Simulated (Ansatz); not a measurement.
Cu, space group P6_3/mmc: cell relaxations under several functionals, run with Ansatz's Python interface.

`run_lattice.py`
```python
"""How the lattice of Cu depends on the functional."""

import warnings

import ansatz as az
import numpy as np

def edges_and_angles(cell):
    cell = np.asarray(cell)
    a, b, c = np.linalg.norm(cell, axis=1)
    cosines = cell[1] @ cell[2] / (b * c), cell[0] @ cell[2] / (a * c), cell[0] @ cell[1] / (a * b)
    return (a, b, c, *np.degrees(np.arccos(cosines)))


def main() -> None:
    warnings.simplefilter("ignore", az.DeckWarning)

    xtal = (
        az.Lattice.of([2.53076, 0.0, 0.0], [-1.26538, 2.19171, 0.0], [0.0, 0.0, 8.26182])
        .atom("Cu", [0.0, 0.0, 0.0])
        .atom("Cu", [1 / 3, 2 / 3, 0.25])
        .atom("Cu", [0.0, 0.0, 0.5])
        .atom("Cu", [2 / 3, 1 / 3, 0.75])
    )

    model = xtal.calculation()
    model = model.basis(31 * az.Ry)
    model = model.kpoints(11, 11, 3)
    model = model.occupations("fermi_dirac", width=0.05)
    model = model.relax(cell=True, force_tolerance=0.03)

    levels = [("pbesol", "d3bj"), ("lda", "none"), ("blyp", "d3bj")]
    print("level            a       b       c    alpha   beta  gamma  V/atom  steps")
    for name, dispersion in levels:
        seen = []
        run = model.functional(name, dispersion=dispersion).session().plan()
        out = run.execute(on_event=lambda e: seen.append(e) if e["event"] == "relax_step" else None)
        cell = out.lattice.cell_ang
        label = name if dispersion == "none" else f"{name}+{dispersion}"
        print("{:13s} {:7.4f} {:7.4f} {:7.4f} {:6.2f} {:6.2f} {:6.2f}".format(label, *edges_and_angles(cell)), f"{abs(np.linalg.det(cell)) / len(out.lattice.sites):7.3f} {len(seen):5d}")


if __name__ == "__main__":
    main()
```

Rank the levels of theory by the volume of the relaxed cell.

From smallest to largest: PBEsol+D3BJ (10.80 Å³ an atom, -5.8 % against the start), LDA (10.87 Å³ an atom, -5.1 % against the start) and BLYP+D3BJ (11.11 Å³ an atom, -3.0 % against the start). The spread is 2.9 % in volume.

The run itself:

```console
$ python run_lattice.py
level            a       b       c    alpha   beta  gamma  V/atom  steps
pbesol+d3bj    2.4754  2.4754  8.1383  90.00  90.00 120.00  10.797     8
lda            2.4806  2.4806  8.1624  90.00  90.00 120.00  10.874     5
blyp+d3bj      2.4971  2.4971  8.2326  90.00  90.00 120.00  11.114     5
```

Forces vanish by symmetry, so the ions can't move, and the end may be a saddle. BLYP and dispersion corrections can be off by several per cent in the lattices of metals, and by several GPa in the pressure at a fixed cell. The mesh is modest for a metal, so energies can be off by several to tens of meV an atom and pressures by half a GPa or more; differences at equal mesh fare better. This isn't the structure that Cu takes at ambient conditions. Timing: 47 s on 1 thread of Intel(R) Xeon(R) Processor @ 2.30GHz, on a shared host, peak memory 0.56 GiB.
